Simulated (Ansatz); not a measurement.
# FHO2SW: the cost of one run

Computed with Ansatz 0.2.0, Gaussian basis. Level: the settings change from run to run.

## (1) The geometry

The structure was relaxed beforehand with PBE0-D4 in a triple-zeta def2 set. W takes a core potential in def2 sets; no spin-orbit term is included.

SMILES `[O]=[W]([OH])([F])=[S]`, 6 atoms, charge 0, spin multiplicity 1.

Atoms are counted from 1 here; the program's logs count them from 0.

Bond lengths: O1–W2 1.693 Å, W2–O3 1.865 Å, W2–F4 1.852 Å, W2–S5 2.128 Å, O3–H6 0.961 Å. Angles: O1–W2–O3 107.7°, O1–W2–F4 109.4°, O1–W2–S5 108.8°, O3–W2–F4 111.5°, O3–W2–S5 109.7°, F4–W2–S5 109.7°, W2–O3–H6 125.2°.

## (2) RPA/ANO-RCC-VTZP

This run has charge +1, multiplicity 2, atoms shaken by 0.15 Å, correlated electrons set to all.

Input file in.yaml:

```yaml
crystal:
  periodic: [false, false, false]
  atoms:
    - {symbol: O, position_ang: [1.269689, -1.159107, -1.266866]}
    - {symbol: W, position_ang: [0.604963, -0.278534, 0.010842]}
    - {symbol: O, position_ang: [-0.877718, 0.949544, -0.948220]}
    - {symbol: F, position_ang: [1.911364, 0.757031, 0.814927]}
    - {symbol: S, position_ang: [-0.606285, -1.606012, 1.434601]}
    - {symbol: H, position_ang: [-1.747365, 1.344912, -0.172330]}
basis:
  gaussian: {orbitals: ANO-RCC-VTZP}
total_charge: 1
magnetization: {spin_polarized: true, initial_magnetization: 1}
hamiltonian: {xc: {name: HF}}
correlation: {method: rpa, electrons: all}
```

Launch:

```sh
ansatz run in.yaml --threads 4 --pin off --events-out ev --progress --plain --max-ram 10444MiB
```

**Question.** How long does this run take on 4 threads of Arm Neoverse V1, shared host, and how much memory does it need?

About 7.2 min, with a peak of 1.4 GiB.
